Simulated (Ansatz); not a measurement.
# AlB₂H₅O, SMILES BB[O][AlH2]: energies of removing a hydrogen

Program: Ansatz's Python interface.

Script `bde_alb2h5o.py`:
```python
import ansatz as az


def energy_of(molecule, charge=0, unpaired=0):
    calc = (
        molecule.calculation()
        .basis(gaussian="pcseg-2")
        .correlation("MP2")
    )
    if charge:
        calc = calc.charge(charge)
    if unpaired:
        calc = calc.spin("collinear", total=unpaired)
    report = calc.run().report
    if report["published_state_doubts"]:
        print("  doubts:", report["published_state_doubts"])
    return report["free_energy_ev"]

GEOMETRY = """
B    -0.92140    1.49950    0.09640
B     0.47590    0.78010   -0.19740
O     0.99570   -0.15110    0.77100
Al    0.63050   -1.82230    0.19670
H    -1.37680    2.33180   -0.70520
H    -1.59570    1.30030    1.05070
H     1.14740    1.09070   -1.13760
H     1.55840   -2.61560   -0.79720
H    -0.82550   -2.45970    0.70560
"""

def without(molecule, index):
    rest = az.Crystal.molecule()
    for i, site in enumerate(molecule.cartesian_sites):
        if i != index:
            rest = rest.atom(site.symbol, site.position_ang)
    return rest

system = az.Crystal.molecule()
for line in GEOMETRY.strip().splitlines():
    symbol, *xyz = line.split()
    system = system.atom(symbol, [float(v) for v in xyz])

whole = energy_of(system, 0)
hydrogen = energy_of(az.Crystal.molecule().atom("H", (0, 0, 0)), 0, 1)
print(f"E(molecule) = {whole:.5f} eV, E(H) = {hydrogen:.5f} eV")
for index in [5, 6, 8]:
    radical = energy_of(without(system, index), 0, 1)
    print(f"H{index}: homolysis {96.485332 * (radical + hydrogen - whole):.1f} kJ/mol")
    anion = energy_of(without(system, index), -1)
    print(f"H{index}: loss of a proton {96.485332 * (anion - whole):.1f} kJ/mol")
```

`python bde_alb2h5o.py` gives:
```text
E(molecule) = -10057.63099 eV, E(H) = -13.60238 eV
H5: homolysis 444.9 kJ/mol
H5: loss of a proton 1680.7 kJ/mol
H6: homolysis 409.8 kJ/mol
H6: loss of a proton 1606.2 kJ/mol
H8: homolysis 346.6 kJ/mol
H8: loss of a proton 1594.1 kJ/mol
```

Reading the output:
- These settings explore the input space; basis and method may be short of convergence.
- The geometry is a force-field or estimated start, not a minimum of this method, and the basis set is short of its limit. All parts are taken at fixed geometry, without zero-point energy.
- Anions want diffuse functions, which this basis lacks.
- Wall time of the script: 85 s on 1 thread of Arm Neoverse V1, with other jobs on the host, peak memory 0.44 GiB.

(Lines on the test bed's own set-up are left out of the output.)
